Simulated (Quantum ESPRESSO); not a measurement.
## TaF3 under changes of volume

One of the cells (14.843 Å³/atom); the others are scaled copies at fixed shape and fractional positions:

```
Ta F
1.0
     3.90120    0.00000    0.00000
     0.00000    3.90120    0.00000
     0.00000    0.00000    3.90120
Ta F
1 3
Direct
  0.00000 0.00000 0.00000
  0.00000 0.00000 0.50000
  0.00000 0.50000 0.00000
  0.50000 0.00000 0.00000
```

* Program: Quantum ESPRESSO 7.5
* Functional: PBEsol
* Potentials or basis: GBRV 1.5 PBEsol
* Cutoff: 762 eV
* Density cutoff: 6095 eV
* k mesh: 7 × 7 × 7
* Occupations: fermi-dirac, width 0.05 eV
* Spin: no spin polarisation

| volume (Å³/atom) | energy over the lowest point (meV/atom) | pressure (GPa) |
| --- | --- | --- |
| 13.953 | ? | ? |
| 14.250 | 177.69 | 29.8 |
| 14.547 | 126.91 | 25.1 |
| 14.843 | 84.42 | 20.8 |
| 15.140 | 49.59 | 16.9 |
| 15.437 | 21.70 | 13.4 |
| 15.734 | 0.00 | 10.2 |

Question: What does the run at 13.953 Å³/atom give?

Answer: Energy over the lowest point 237.45 meV/atom; pressure 34.9 GPa.

Worked out: A Birch-Murnaghan fit of order 3 (a polynomial in V^(-2/3)) to the other rows has no minimum within the range. It gives 237.81 meV/atom at 13.953 Å³/atom, against the run's 237.45, and -dE/dV = 35.1 GPa, against 34.9.

Energies are extrapolated to zero smearing.
